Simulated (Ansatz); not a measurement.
# Zr4GePd: the cost of one run

Program: Ansatz 0.2.0. Level of theory: DFT PBE, scalar-relativistic, plane waves, PAW. These are calculated values, not measurements.

## 1. The system as given

The structure is tetragonal, space group P4/mmm (No. 123). The conventional cell has a = 4.640 Å, b = 4.640 Å, c = 5.318 Å, α = 90.00°, β = 90.00°, γ = 90.00°. Zr (site symmetry m2m) has 1 Ge at 1.74 Å as nearest neighbours. Ge (site symmetry 4/mmm) is surrounded by 4 Zr at 1.74 Å. Pd (site symmetry 4/mmm) has 2 Ge at 2.66 Å as nearest neighbours.

As a file:

```cif
data_structure
_symmetry_space_group_name_H-M 'P4/mmm'
_symmetry_Int_Tables_number 123
_cell_length_a 4.6403
_cell_length_b 4.6403
_cell_length_c 5.3177
_cell_angle_alpha 90.000
_cell_angle_beta 90.000
_cell_angle_gamma 90.000
_cell_volume 114.50
loop_
_atom_site_label
_atom_site_type_symbol
_atom_site_symmetry_multiplicity
_atom_site_Wyckoff_symbol
_atom_site_fract_x
_atom_site_fract_y
_atom_site_fract_z
_atom_site_occupancy
Zr1 Zr 4 k 0.26471 0.26471 0.50000 1
Ge1 Ge 1 b 0.00000 0.00000 0.50000 1
Pd1 Pd 1 a 0.00000 0.00000 0.00000 1
```

A structure generator made this guess: random cell by space group and Wyckoff sites (P4/mmm, No. 123). Lengths come from tabulated atomic sizes and are only a guess.

## 2. Probe: one point on a coarse mesh

input.yaml

```yaml
crystal:
  lattice:
    - [4.64031034, 0.0, 0.0]
    - [0.0, 4.64031034, 0.0]
    - [0.0, 0.0, 5.3176787]
  atoms:
    - { symbol: Zr, position: [0.26470628, 0.26470628, 0.5] }
    - { symbol: Zr, position: [0.73529372, 0.73529372, 0.5] }
    - { symbol: Zr, position: [0.73529372, 0.26470628, 0.5] }
    - { symbol: Zr, position: [0.26470628, 0.73529372, 0.5] }
    - { symbol: Ge, position: [0.0, 0.0, 0.5] }
    - { symbol: Pd, position: [0.0, 0.0, 0.0] }
basis:
  ecutwfc: 420
kpoints:
  mp_grid: { grid: [4, 4, 4] }
hamiltonian:
  xc: pbe
scf:
  occupations: { method: gaussian, width: 0.1 }
  lower_state_search: "off"
output:
  forces: true
  stress: true
  eigenvalues: true
```

The run is started by

```sh
> ansatz run input.yaml --threads 1 --pin off --max-ram 2560MiB --backend cpu --events-out ev --progress --plain --runs-dir out
```

**Question.** How long does this run take on 1 thread of AMD EPYC (Zen 3), shared host, and how much memory does it need?

About 14 s, with a peak of 0.45 GiB.
